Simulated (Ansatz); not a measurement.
**C₂H₈B₂Si: up Jacob's ladder to CCSD(T)**

The task here is to estimate one member of a computed series from the others.

Method: functionals in def2-TZVPP, the program's frozen cores in correlated methods; program: Ansatz 0.2.0, Gaussian basis.

Levels to be run: PBE-D4, r2SCAN-D4, PBE0-D4, B3LYP-D4, ωB97X-V, ωB97M-V, B2PLYP; CCSD(T)/def2-TZVPP; MP2/def2-QZVPP; extrapolation to the limit.

**The relaxed structure**

An earlier PBE0-D4 in a triple-zeta def2 set relaxation fixed the geometry.

13 atoms, charge 0, spin multiplicity 1.

Atoms are counted from 1 here; the program's logs count them from 0.

Bond lengths: Si1–B2 2.018 Å, Si1–H6 1.490 Å, Si1–H7 1.491 Å, Si1–H8 1.491 Å, B2–B3 1.574 Å, B2–H9 1.195 Å, B3–C4 1.563 Å, B3–C5 1.562 Å, C4–C5 1.489 Å, C4–H10 1.086 Å, C4–H11 1.085 Å, C5–H12 1.086 Å, C5–H13 1.085 Å. Angles: B2–Si1–H6 113.8°, B2–Si1–H7 109.7°, B2–Si1–H8 109.8°, H6–Si1–H7 107.6°, H6–Si1–H8 107.6°, H7–Si1–H8 108.1°, Si1–B2–B3 113.7°, Si1–B2–H9 117.4°, B3–B2–H9 128.9°, B2–B3–C4 150.7°, B2–B3–C5 151.0°, C4–B3–C5 56.9°, B3–C4–C5 61.5°, B3–C4–H10 116.6°, B3–C4–H11 117.0°, C5–C4–H10 118.9°, C5–C4–H11 119.1°, H10–C4–H11 113.9° and more.

Set-up of the first run:

Input file in.yaml:

```yaml
crystal:
  periodic: [false, false, false]
  atoms:
    - {symbol: Si, position_ang: [-2.215368, -0.124057, 0.668038]}
    - {symbol: B, position_ang: [-0.543171, 0.999835, 0.784330]}
    - {symbol: B, position_ang: [0.683592, 0.388809, 0.011242]}
    - {symbol: C, position_ang: [1.450447, 0.105590, -1.320422]}
    - {symbol: C, position_ang: [1.861887, -0.631582, -0.093924]}
    - {symbol: H, position_ang: [-2.048651, -1.368363, -0.134409]}
    - {symbol: H, position_ang: [-2.648398, -0.524971, 2.037529]}
    - {symbol: H, position_ang: [-3.315990, 0.668681, 0.048456]}
    - {symbol: H, position_ang: [-0.605334, 2.014855, 1.411336]}
    - {symbol: H, position_ang: [2.089115, 0.900489, -1.692814]}
    - {symbol: H, position_ang: [0.909573, -0.424355, -2.097840]}
    - {symbol: H, position_ang: [2.790784, -0.356004, 0.395616]}
    - {symbol: H, position_ang: [1.612115, -1.683726, -0.002340]}
basis:
  gaussian: {orbitals: def2-TZVPP}
hamiltonian: {xc: pbe, dispersion: d4}
output: {forces: true, orbitals: {seedname: orbitals}}
```

Run with:

```bash
ansatz run in.yaml --threads 4 --pin off --events-out ev --progress --plain --max-ram 10444MiB
```

Among the steps run: PBE-D4 (GGA); r2SCAN-D4 (meta-GGA); PBE0-D4 (hybrid); B3LYP-D4 (hybrid); ωB97X-V (range-separated); ωB97M-V (range-separated); B2PLYP (double hybrid); CCSD(T) in def2-TZVPP; MP2 in def2-QZVPP.

One of the session's tables, all rows but one given; the rest of the session is left out.

It belongs to the step «Atomisation energies». 

| method | atomisation energy (eV) |
| --- | --- |
| PBE-D4 | 49.333 |
| r2SCAN-D4 | 48.957 |
| PBE0-D4 | 48.858 |
| B3LYP-D4 | 48.619 |
| ωB97X-V | 48.622 |
| ωB97M-V | ? |
| B2PLYP | 47.968 |
| HF/def2-TZVPP | 37.154 |
| MP2/def2-TZVPP | 47.521 |
| CCSD/def2-TZVPP | 46.492 |
| CCSD(T)/def2-TZVPP | 47.065 |
| MP2/CBS | 48.548 |
| CCSD(T)/CBS | 48.092 |

**Question.** Estimate the row for ωB97M-V.

The run gave: atomisation energy (eV): 48.584. In the column «atomisation energy (eV)» it lies between MP2/CBS (48.548) and B3LYP-D4 (48.619).
